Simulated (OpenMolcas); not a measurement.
# InHCl (SMILES [Cl][InH]): a chain of runs

Wanted: a single-point energy (doublet InHCl, ROHF/STO-3G), then the energy (doublet InHCl, FCI/STO-3G), then the excited states (doublet InHCl, FCI/STO-3G), then the energy (singlet InHCl+, FCI/STO-3G), then the energy (quartet InHCl, FCI/STO-3G) of ClHIn. 

Program for the calculation: OpenMolcas 26.06.

## 1. The molecule

The species is InHCl (3 atoms), meant as a doublet with charge 0. As SMILES, `[Cl][InH]`. Geometry: relaxed at PBE0-D4/def2-TZVP.

Bond lengths: Cl1–In2 2.365 Å, In2–H3 1.773 Å. Angles: Cl1–In2–H3 115.3°.

## 2. A single-point energy at ROHF/STO-3G (RICD fitting) (run 1)

step1.inp reads:

```
>>> EXPORT MOLCAS_PRINT=2

&GATEWAY
  Coord
  3
  angstrom
  Cl      -1.649800       0.396800      -0.867400
  In       0.409500       0.542400       0.286100
  H        1.229400      -1.003900       0.568100
  Basis=STO-3G
  Group=NoSym
  RICD

&SEWARD

&SCF
  UHF
  Spin=2
  PrOrbitals=1 1

&RASSCF
  FileOrb=$Project.UnaOrb
  Spin=2
  Nactel=1 0 0
  Inactive=33
  Ras2=1
  OutOrbitals=Canonical
  OrbListing=NoCore
```

Command:

```console
$ export MOLCAS_MEM=1860
$ pymolcas step1.inp > step1.log
```

Standard output:

```text
--- Start Module: gateway ---
[...]
--- Stop Module: gateway /rc=_RC_ALL_IS_WELL_ ---
[...]
      Basis functions           37
[...]
--- Start Module: scf ---
[...]
       Convergence after  11 Iterations
[...]
::    Total SCF energy                              -6138.0744752650
[...]
      Total spin, S                                     0.5026234130
[...]
--- Stop Module: scf /rc=_RC_ALL_IS_WELL_ ---
[...]
--- Start Module: rasscf ---
[...]
      Number of active orbitals                  1
[...]
      Spin quantum number                      0.5
[...]
      Active orbitals                            1
[...]
      Number of CSFs                             1
[...]
      Number of root(s) required                 1
[...]
      Convergence after  9 iterations
[...]
      printout of CI-coefficients larger than  0.05 for root  1
      energy=   -6138.073670
      conf/sym  1     Coeff  Weight
             1  u   1.00000 1.00000
      Natural orbitals and occupation numbers for root  1
      sym 1:   1.000000
      ************************************************************************************************************************
      *                                                    Final results                                                     *
[...]
::    RASSCF root number  1 Total energy:  -6138.07367017
[...]
      Total electronic charge=   67.000000
      Total            charge=   -0.000000
[...]
      Dipole Moment (debye):
      Origin of the operator (angstrom)=   -0.0623    0.4983    0.0206
                   X=  3.4186E+00               Y=  1.3178E+00               Z=  2.0338E+00           Total=  4.1904E+00
      Quadrupole Moment (debye*angstrom):
[...]
--- Stop Module: rasscf /rc=_RC_ALL_IS_WELL_ ---
[...]
```

Run time: 6 s. Hardware: 1 thread of AMD EPYC 7R43 (Zen 3), shared host; peak memory 0.077 GiB.

## 3. A single-point energy at FCI/STO-3G (RICD fitting) (run 2)

step2.input reads:

```
&GATEWAY
  Coord
  3
  angstrom
  Cl      -1.649800       0.396800      -0.867400
  In       0.409500       0.542400       0.286100
  H        1.229400      -1.003900       0.568100
  Basis = STO-3G
  Group = NoSym
  RICD

&SEWARD

&RASSCF
  FileOrb = $CurrDir/step1.RasOrb
  Spin = 2
  Nactel = 21 0 0
  Inactive = 23
  Ras2 = 14
  CIRoot = 3 3 1
  OrbListing = NoCore
  CIOnly
```

Command:

```console
$ export MOLCAS_MEM=1860
$ pymolcas step2.input > step2.log
```

Standard output:

```text
--- Start Module: gateway ---
[...]
--- Stop Module: gateway /rc=_RC_ALL_IS_WELL_ ---
--- Start Module: seward ---
[...]
      Basis functions           37
--- Stop Module: seward /rc=_RC_ALL_IS_WELL_ ---
[...]
--- Start Module: rasscf ---
[...]
      Number of active orbitals                 14
[...]
      Spin quantum number                      0.5
[...]
      Active orbitals                           14
[...]
      Number of CSFs                        182182
[...]
      Number of root(s) required                 3
[...]
      printout of CI-coefficients larger than  0.05 for root  1
      energy=   -6138.107177
      conf/sym  11111111111111     Coeff  Weight
             1  2222222222u000   0.97818 0.95683
           794  222222u2220200  -0.06001 0.00360
[...]
      Natural orbitals and occupation numbers for root  1
      sym 1:   1.999805   1.998738   1.999785   1.999443   1.999828   1.999866   1.959655   1.984838   1.994165   1.997553
               0.998084   0.018443   0.016045   0.033753
      Natural orbitals and occupation numbers for root  2
      sym 1:   1.999723   1.997262   1.999887   1.999832   1.999781   1.999263   1.907375   1.969679   1.996962   1.993983
               0.104031   1.000350   0.010300   0.021573
      Natural orbitals and occupation numbers for root  3
      sym 1:   1.999520   1.998745   1.999383   1.991287   1.999785   1.999844   1.985111   1.945880   1.992746   1.069590
               1.791457   0.089983   0.046616   0.090055
[...]
::    RASSCF root number  1 Total energy:  -6138.10717669
::    RASSCF root number  2 Total energy:  -6138.00487483
::    RASSCF root number  3 Total energy:  -6137.92071913
[...]
      Total electronic charge=   67.000000
      Total            charge=   -0.000000
[...]
      Dipole Moment (debye):
      Origin of the operator (angstrom)=   -0.0623    0.4983    0.0206
                   X=  1.4565E+00               Y= -1.8849E+00               Z=  5.9623E-01           Total=  2.4555E+00
      Quadrupole Moment (debye*angstrom):
[...]
--- Stop Module: rasscf /rc=_RC_ALL_IS_WELL_ ---
[...]
```

Wall time 4.4 min (1 thread of AMD EPYC 7R43 (Zen 3), shared host); peak memory 0.2 GiB.

The roots found:

```
excited state  energy (eV)
            1        2.784
            2        5.074
```

## 4. The vertical excitations at FCI/STO-3G (RICD fitting) (run 3)

step3.inp reads:

```
&GATEWAY
Coord
3
angstrom
Cl      -1.649800       0.396800      -0.867400
In       0.409500       0.542400       0.286100
H        1.229400      -1.003900       0.568100
Basis
STO-3G
Group
NoSym
RICD
&SEWARD
&RASSCF
FileOrb
$CurrDir/step1.RasOrb
Spin
2
Nactel
21 0 0
Inactive
23
Ras2
14
CIRoot
3 3 1
OrbListing
NoCore
CIOnly
&RASSI
NrOfJobIphs
1 all
```

Command:

```console
$ export MOLCAS_MEM=1860
$ pymolcas step3.inp > step3.log
```

Standard output:

```text
--- Start Module: gateway ---

                                              &GATEWAY

                       available to each process: 1.9 GB of memory, 1 thread

++    Symmetry information:
      ---------------------

                    Character Table for C1

                             E
                    a        1  x, y, xy, Rz, z, xz, Ry, yz, Rx, I
--

++    Basis set information:
      ----------------------

      Basis set label: CL.STO-3G.........

      Electronic valence basis set:
      ------------------
      Associated Effective Charge  17.000000 au
      Associated Actual Charge     17.000000 au
      Nuclear Model: Point charge

[... 197 lines left out ...]
      printout of CI-coefficients larger than  0.05 for root  1
[... 7 lines left out ...]
      conf/sym  11111111111111     Coeff  Weight
[... 19 lines left out ...]
      Natural orbitals and occupation numbers for root  2
[... 25 lines left out ...]
      Final state energy(ies):
[... 73 lines left out ...]
      Dipole Moment (debye):
[... 155 lines left out ...]
      Natural orbitals for root   1 are written to the RASORB.1 file
[... 4 lines left out ...]
      Spin density orbitals for root   3 are written to the SPDORB.3 file
[... 49 lines left out ...]
        MATRIX ELEMENTS WILL BE COMPUTED FOR THE FOLLOWING ONE-ELECTRON OPERATORS, UNLESS ZERO BY SYMMETRY.
   (Herm=Hermitian, Anti=Antihermitian, Sing=Singlet operator, Trip=Triplet operator)
     MLTPL  0   1 (HERMSING)     MLTPL  1   1 (HERMSING)     MLTPL  1   2 (HERMSING)
     MLTPL  1   3 (HERMSING)     MLTPL  2   1 (HERMSING)     MLTPL  2   2 (HERMSING)
     MLTPL  2   3 (HERMSING)     MLTPL  2   4 (HERMSING)     MLTPL  2   5 (HERMSING)
     MLTPL  2   6 (HERMSING)     VELOCITY   1 (ANTISING)     VELOCITY   2 (ANTISING)
     VELOCITY   3 (ANTISING)     ANGMOM     1 (ANTISING)     ANGMOM     2 (ANTISING)
     ANGMOM     3 (ANTISING)     MLTPV  2   1 (ANTISING)     MLTPV  2   2 (ANTISING)
     MLTPV  2   3 (ANTISING)     MLTPV  2   4 (ANTISING)     MLTPV  2   5 (ANTISING)
     MLTPV  2   6 (ANTISING)

       EIGENSTATES OF A SPIN-FREE HAMILTONIAN WILL BE COMPUTED BASED ON:

  A Hamiltonian matrix computed by RASSI.

  Nr of states:                    3

   State:        1   2   3
  JobIph:        1   1   1
 Root nr:        1   2   3
```

Run time: 14 min. Hardware: 1 thread of AMD EPYC 7R43 (Zen 3), shared host.

The run was cut off at its time limit.

## 5. The singlet cation: a single-point energy at FCI/STO-3G (RICD fitting) (run 4)

step4.input reads:

```
* ClHIn full CI

&gateway
 coord
 3
 angstrom
 Cl      -1.649800       0.396800      -0.867400
 In       0.409500       0.542400       0.286100
 H        1.229400      -1.003900       0.568100
 basis = STO-3G
 group = NoSym
 ricd

&seward

&rasscf
 fileorb = $CurrDir/step1.RasOrb
 spin = 1
 nactel = 20 0 0
 inactive = 23
 ras2 = 14
 ciroot = 3 3 1
 orblisting = NoCore
 cionly
```

Command:

```console
$ export MOLCAS_MEM=1860
$ pymolcas step4.input > step4.log
```

Standard output:

```text
--- Start Module: gateway ---
[...]
--- Stop Module: gateway /rc=_RC_ALL_IS_WELL_ ---
--- Start Module: seward ---
[...]
      Basis functions           37
--- Stop Module: seward /rc=_RC_ALL_IS_WELL_ ---
[...]
--- Start Module: rasscf ---
[...]
      Number of active orbitals                 14
[...]
      Spin quantum number                      0.0
[...]
      Active orbitals                           14
[...]
      Number of CSFs                        273273
[...]
      Number of root(s) required                 3
[...]
      printout of CI-coefficients larger than  0.05 for root  1
      energy=   -6137.926349
      conf/sym  11111111111111     Coeff  Weight
             1  22222222220000  -0.91861 0.84385
             2  222222222ud000  -0.17098 0.02924
             4  2222222u22d000  -0.14152 0.02003
            10  22222220222000   0.06419 0.00412
            12  22222222u20d00   0.07824 0.00612
            53  2222222u2200d0   0.06813 0.00464
[...]
      Natural orbitals and occupation numbers for root  1
      sym 1:   1.999479   1.998780   1.999822   1.999545   1.999838   1.999822   1.955351   1.931701   1.989030   1.990506
               0.078709   0.016109   0.014017   0.027293
      Natural orbitals and occupation numbers for root  2
      sym 1:   1.999435   1.998408   1.999253   1.999685   1.999781   1.999843   1.999578   1.947901   1.001713   1.995753
               0.992457   0.019253   0.009370   0.037568
      Natural orbitals and occupation numbers for root  3
      sym 1:   1.999007   1.999468   1.999811   1.997092   1.999786   1.999816   1.993109   1.949229   1.994464   1.180613
               0.818817   0.021638   0.011220   0.035931
[...]
::    RASSCF root number  1 Total energy:  -6137.92634882
::    RASSCF root number  2 Total energy:  -6137.80726188
::    RASSCF root number  3 Total energy:  -6137.80557920
[...]
      Total electronic charge=   66.000000
      Total            charge=    1.000000
[...]
      Dipole Moment (debye):
      Origin of the operator (angstrom)=   -0.0623    0.4983    0.0206
                   X= -5.8867E-01               Y=  7.8398E-01               Z= -2.3852E-01           Total=  1.0090E+00
      Center of Charge (angstrom)
[...]
--- Stop Module: rasscf /rc=_RC_ALL_IS_WELL_ ---
[...]
```

Run time: 5.4 min. Hardware: 1 thread of AMD EPYC 7R43 (Zen 3), shared host; peak memory 0.14 GiB.

The roots found:

```
excited state  energy (eV)
            1        3.241
            2        3.286
```

## 6. The quartet: the energy at FCI/STO-3G (RICD fitting) (run 5)

step5.input reads:

```
* ClHIn full CI
>>> EXPORT MOLCAS_PRINT=2
&GATEWAY
COORD
3
angstrom
Cl      -1.649800       0.396800      -0.867400
In       0.409500       0.542400       0.286100
H        1.229400      -1.003900       0.568100
BASIS = STO-3G
GROUP = NoSym
RICD
&SEWARD
&RASSCF
FILEORB = $CurrDir/step1.RasOrb
SPIN = 4
NACTEL = 21 0 0
INACTIVE = 23
RAS2 = 14
CIROOT = 3 3 1
ORBLISTING = NoCore
CIONLY
```

Command:

```console
$ export MOLCAS_MEM=1860
$ pymolcas step5.input > step5.log
```

Standard output:

```text
--- Start Module: gateway ---
[...]
--- Stop Module: gateway /rc=_RC_ALL_IS_WELL_ ---
[...]
--- Start Module: seward ---
[...]
      Basis functions           37
--- Stop Module: seward /rc=_RC_ALL_IS_WELL_ ---
[...]
--- Start Module: rasscf ---
[...]
      Number of active orbitals                 14
[...]
      Spin quantum number                      1.5
[...]
      Active orbitals                           14
[...]
      Number of CSFs                        140140
[...]
      Number of root(s) required                 3
[...]
      printout of CI-coefficients larger than  0.05 for root  1
      energy=   -6137.903420
      conf/sym  11111111111111     Coeff  Weight
             1  222222222uuu00  -0.77020 0.59321
             3  2222222u22uu00   0.43800 0.19185
            17  222222222u0uu0  -0.06870 0.00472
            91  222222222u0u0u  -0.07690 0.00591
            93  2222222u220u0u   0.08509 0.00724
           393  222222u222uu00  -0.31265 0.09775
[...]
      Natural orbitals and occupation numbers for root  1
      sym 1:   1.999500   1.998874   1.999794   1.953648   1.999890   1.999856   1.980907   1.991454   1.998078   1.025295
               0.988069   1.001468   0.026833   0.036335
      Natural orbitals and occupation numbers for root  2
      sym 1:   1.998934   1.999666   1.994208   1.998624   1.999901   1.999848   1.960784   1.992227   1.008723   1.999412
               1.000684   0.997173   0.013292   0.036524
      Natural orbitals and occupation numbers for root  3
      sym 1:   1.999583   1.999503   1.999846   1.998587   1.999894   1.992090   1.954409   1.013980   1.999171   1.990834
               0.996926   1.000577   0.016133   0.038467
[...]
::    RASSCF root number  1 Total energy:  -6137.90342048
::    RASSCF root number  2 Total energy:  -6137.86689360
::    RASSCF root number  3 Total energy:  -6137.86263905
[...]
      Total electronic charge=   67.000000
      Total            charge=   -0.000000
[...]
      Dipole Moment (debye):
      Origin of the operator (angstrom)=   -0.0623    0.4983    0.0206
                   X= -2.4511E+00               Y=  7.2720E-01               Z= -1.2735E+00           Total=  2.8563E+00
      Quadrupole Moment (debye*angstrom):
[...]
--- Stop Module: rasscf /rc=_RC_ALL_IS_WELL_ ---
[...]
```

Wall time 2.5 min (1 thread of AMD EPYC 7R43 (Zen 3), shared host); peak memory 0.17 GiB.

The roots found:

```
excited state  energy (eV)
            1        0.994
            2        1.110
```

## 7. Summary of results

| quantity | value |
| --- | --- |
| run 1, ROHF/STO-3G: total energy | -6138.07367 Eh |
| run 1, ROHF/STO-3G: dipole moment | 4.19 D |
| run 2, FCI/STO-3G: total energy | -6138.10718 Eh |
| run 2, FCI/STO-3G: lowest excitation energy within this active space | 2.78 eV |
| singlet cation: total energy | -6137.92635 Eh |
| singlet cation: lowest excitation energy within this active space | 3.24 eV |
| quartet: total energy | -6137.90342 Eh |
| quartet: lowest excitation energy within this active space | 0.99 eV |
| run 3, FCI/STO-3G | no result (timeout) |
| vertical ionisation energy (to the singlet cation) | 4.921 eV |
| vertical energy of the quartet above the doublet | 5.544 eV |

In words: This program's gradients are faulty for this kind of reference, so any forces in the log (run 1, ROHF/STO-3G) can't be trusted; the energy can. The vertical ionisation energy comes to 4.92 eV (475 kJ/mol). Only the singlet of the ionised species was computed; a triplet could lie lower. In a minimal basis such a difference can be off by several eV, whatever the method. At this shape the quartet lies 5.54 eV (535 kJ/mol) above the doublet. Mulliken charges (run 1, ROHF/STO-3G) run from -0.51 on Cl1 to +0.69 on In2. 1 of the 5 runs did not end normally.
